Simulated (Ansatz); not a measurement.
# C6H13NO: the cost of one run

Method: the settings change from run to run; program: Ansatz 0.2.0, Gaussian basis.

## (1) The molecule

The structure was relaxed beforehand with PBE0-D4 in a triple-zeta def2 set.

SMILES `CCCC(=O)N(C)C`, 21 atoms, charge 0, spin multiplicity 1.

Atoms are counted from 1 here; the program's logs count them from 0.

Bond lengths: C1–C2 1.518 Å, C1–H9 1.094 Å, C1–H10 1.092 Å, C1–H11 1.094 Å, C2–C3 1.517 Å, C2–H12 1.093 Å, C2–H13 1.093 Å, C3–C4 1.518 Å, C3–H14 1.096 Å, C3–H15 1.096 Å, C4–O5 1.218 Å, C4–N6 1.364 Å, N6–C7 1.441 Å, N6–C8 1.438 Å, C7–H16 1.096 Å, C7–H17 1.087 Å, C7–H18 1.095 Å, C8–H19 1.097 Å and more. Angles: C2–C1–H9 111.4°, C2–C1–H10 111.2°, C2–C1–H11 111.4°, H9–C1–H10 107.6°, H9–C1–H11 107.4°, H10–C1–H11 107.6°, C1–C2–C3 112.1°, C1–C2–H12 110.5°, C1–C2–H13 110.5°, C3–C2–H12 109.1°, C3–C2–H13 109.1°, H12–C2–H13 105.5°, C2–C3–C4 112.4°, C2–C3–H14 109.9°, C2–C3–H15 109.9°, C4–C3–H14 109.3°, C4–C3–H15 109.3°, H14–C3–H15 105.9° and more.

## (2) CAM-B3LYP/cc-pVDZ

Set apart from the defaults: a point charge of -1.00 e beside it.

in.yaml

```yaml
crystal:
  periodic: [false, false, false]
  atoms:
    - {symbol: C, position_ang: [1.611275, 0.114458, -2.874863]}
    - {symbol: C, position_ang: [0.567458, -0.556943, -2.000241]}
    - {symbol: C, position_ang: [0.431723, 0.123230, -0.651602]}
    - {symbol: C, position_ang: [-0.609373, -0.542770, 0.229612]}
    - {symbol: O, position_ang: [-1.236738, -1.510086, -0.163011]}
    - {symbol: N, position_ang: [-0.811363, -0.013349, 1.470318]}
    - {symbol: C, position_ang: [-1.778443, -0.622949, 2.348010]}
    - {symbol: C, position_ang: [-0.101830, 1.110018, 2.019358]}
    - {symbol: H, position_ang: [1.358578, 1.161646, -3.066557]}
    - {symbol: H, position_ang: [1.698114, -0.385722, -3.841785]}
    - {symbol: H, position_ang: [2.598833, 0.096400, -2.404108]}
    - {symbol: H, position_ang: [-0.404873, -0.558399, -2.498497]}
    - {symbol: H, position_ang: [0.818282, -1.609034, -1.845418]}
    - {symbol: H, position_ang: [1.398486, 0.122808, -0.134452]}
    - {symbol: H, position_ang: [0.166808, 1.178018, -0.791311]}
    - {symbol: H, position_ang: [-1.294514, -0.993364, 3.258528]}
    - {symbol: H, position_ang: [-2.247278, -1.453081, 1.825787]}
    - {symbol: H, position_ang: [-2.543896, 0.104048, 2.639707]}
    - {symbol: H, position_ang: [0.484448, 0.811235, 2.896729]}
    - {symbol: H, position_ang: [0.575076, 1.547411, 1.291857]}
    - {symbol: H, position_ang: [-0.805469, 1.887022, 2.338938]}
basis:
  gaussian: {orbitals: cc-pVDZ, point_charges: [{charge: -1.00, position_ang: [7.454, -0.393, 0.137]}]}
hamiltonian: {xc: {name: CAM-B3LYP}}
```

On the command line:

```bash
ansatz run in.yaml --threads 2 --pin off --events-out ev --progress --plain --max-ram 22528MiB --backend cpu
```

Q: Estimate wall time and peak memory on 2 threads of AMD EPYC 7R13, shared host.

About 4.4 s, with a peak of 0.6 GiB.
